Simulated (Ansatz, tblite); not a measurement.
# The cluster Mg7O8: one state, many levels

How do method and basis change the picture of the cluster Mg7O8 (singlet)?

Program: Ansatz 0.2.0, Gaussian basis. Level of theory: as each input shows. These are calculated values, not measurements.

Plan: GFN1-xTB, GFN2-xTB, PBE-D4/def2-TZVP, r2SCAN-D4/def2-TZVP, B97M-V/def2-TZVP, LDA/def2-TZVP, PBE-D4/def2-SVP, PBE0-D4/def2-SVP, HF/STO-3G, HF/6-31G, B3LYP-D4/6-31G, MP2/def2-SVP.

5 further runs of the same task are left out: 3 that didn't finish, 2 set aside as unsound or not needed.

**1. The relaxed structure**

The singlet was relaxed beforehand with r2SCAN-D4/def2-SVP. At that level it is the lowest of the isomers that a small search found.

15 atoms, charge 0, spin multiplicity 1.

Bond lengths: Mg1–O10 1.831 Å, Mg1–O12 1.841 Å, Mg2–O10 1.846 Å, Mg2–O13 1.816 Å, Mg3–O8 1.841 Å, Mg3–O11 1.831 Å, Mg4–O11 1.846 Å, Mg4–O15 1.816 Å, Mg5–O8 1.883 Å, Mg5–O9 2.104 Å, Mg5–O12 1.883 Å, Mg5–O14 2.103 Å, Mg6–O8 2.071 Å, Mg6–O9 2.051 Å, Mg6–O14 2.051 Å, Mg6–O15 1.852 Å, Mg7–O9 2.051 Å, Mg7–O12 2.070 Å and more. Angles: O10–Mg1–O12 145.5°, O10–Mg2–O13 127.3°, O8–Mg3–O11 145.5°, O11–Mg4–O15 127.3°, O8–Mg5–O9 92.5°, O8–Mg5–O12 174.6°, O8–Mg5–O14 92.5°, O9–Mg5–O12 92.5°, O9–Mg5–O14 43.8°, O12–Mg5–O14 92.5°, O8–Mg6–O9 88.8°, O8–Mg6–O14 88.8°, O8–Mg6–O15 115.0°, O9–Mg6–O14 45.0°, O9–Mg6–O15 147.7°, O14–Mg6–O15 147.7°, O9–Mg7–O12 88.8°, O9–Mg7–O13 147.7° and more.

Coordinates:

```
atom    x (Å)    y (Å)    z (Å)
 Mg1   1.3083  -3.6092   1.1334
 Mg2   2.4238  -4.4068  -1.3652
 Mg3  -1.9219   2.8941   1.9884
 Mg4  -2.1272   4.7547  -0.1607
 Mg5  -0.1967  -0.2301   1.0072
 Mg6  -0.6615   1.8891  -0.6692
 Mg7   1.0129  -1.4805  -1.1122
  O8  -1.0450   1.4233   1.3116
  O9  -0.5188  -0.1175  -1.0684
 O10   2.1835  -5.0188   0.3594
 O11  -2.5751   4.5642   1.6197
 O12   0.6180  -1.9224   0.8717
 O13   1.9008  -2.8078  -2.0494
 O14   0.8590   0.5128  -0.6535
 O15  -1.2602   3.5547  -1.2128
```

PBE0-D4/def2-TZVP was run before; its log isn't repeated, and its numbers join the tables.

**2. GFN1-xTB**

Tight binding, by tblite at 300 K electronic temperature and without a spin-polarisation term:

```python
tblite.interface.Calculator('GFN1-xTB', numbers, positions, charge=0, uhf=0).singlepoint()
```

Energy -1156.8756 eV, HOMO -11.47 eV, LUMO -10.01 eV; 0.013 s.

**3. GFN2-xTB**

Tight binding, by tblite at 300 K electronic temperature and without a spin-polarisation term:

```python
tblite.interface.Calculator('GFN2-xTB', numbers, positions, charge=0, uhf=0).singlepoint()
```

Energy -997.5502 eV, HOMO -11.98 eV, LUMO -11.24 eV; 0.052 s.

**4. PBE-D4/def2-TZVP**

start.molden holds the orbitals of an earlier run on this state, given as this run's starting guess.

in.yaml

```yaml
crystal:
  periodic: [false, false, false]
  atoms:
    - {symbol: Mg, position_ang: [1.308312, -3.609191, 1.133365]}
    - {symbol: Mg, position_ang: [2.423815, -4.406829, -1.365167]}
    - {symbol: Mg, position_ang: [-1.921930, 2.894132, 1.988400]}
    - {symbol: Mg, position_ang: [-2.127168, 4.754718, -0.160651]}
    - {symbol: Mg, position_ang: [-0.196698, -0.230125, 1.007249]}
    - {symbol: Mg, position_ang: [-0.661507, 1.889079, -0.669239]}
    - {symbol: Mg, position_ang: [1.012940, -1.480467, -1.112172]}
    - {symbol: O, position_ang: [-1.045004, 1.423314, 1.311570]}
    - {symbol: O, position_ang: [-0.518775, -0.117456, -1.068446]}
    - {symbol: O, position_ang: [2.183487, -5.018756, 0.359447]}
    - {symbol: O, position_ang: [-2.575135, 4.564199, 1.619678]}
    - {symbol: O, position_ang: [0.618034, -1.922378, 0.871688]}
    - {symbol: O, position_ang: [1.900804, -2.807763, -2.049420]}
    - {symbol: O, position_ang: [0.858994, 0.512758, -0.653507]}
    - {symbol: O, position_ang: [-1.260171, 3.554744, -1.212796]}
basis:
  gaussian: {orbitals: def2-TZVP, initial_orbitals: start.molden}
hamiltonian: {xc: pbe, dispersion: d4}
scf: {omitted_lower_state_checks: [starts]}
output: {orbitals: {seedname: orbitals}}
```

Command:

```console
> ansatz run in.yaml --threads 4 --pin off --events-out ev --progress --plain --max-ram 6963MiB
```

The runs that follow: r2SCAN-D4/def2-TZVP; B97M-V/def2-TZVP; LDA/def2-TZVP; PBE-D4/def2-SVP; PBE0-D4/def2-SVP; HF/STO-3G; HF/6-31G; B3LYP-D4/6-31G; MP2/def2-SVP.

Q: Predict the results of all the runs planned. Wanted: gap in def2-TZVP, named functionals, smallest and largest; correlation energy, MP2/def2-SVP; binding an atom, functionals in def2-TZVP; PBE0 total energy, smallest basis above largest.

The runs gave:

| quantity | value |
| --- | --- |
| gap in def2-TZVP, named functionals, smallest and largest | 2.37 eV (PBE-D4), 4.41 eV (PBE0-D4) |
| correlation energy, MP2/def2-SVP | -48.81 eV |
| binding an atom, functionals in def2-TZVP | 3.51 (PBE0-D4) to 4.29 eV (LDA) |
| PBE0 total energy, smallest basis above largest | 33.02 eV (def2-SVP, def2-TZVP) |

What this shows: Orbital gaps of the named functionals in def2-TZVP span 2.37 eV (PBE-D4) to 4.41 eV (PBE0-D4); exact exchange widens it.
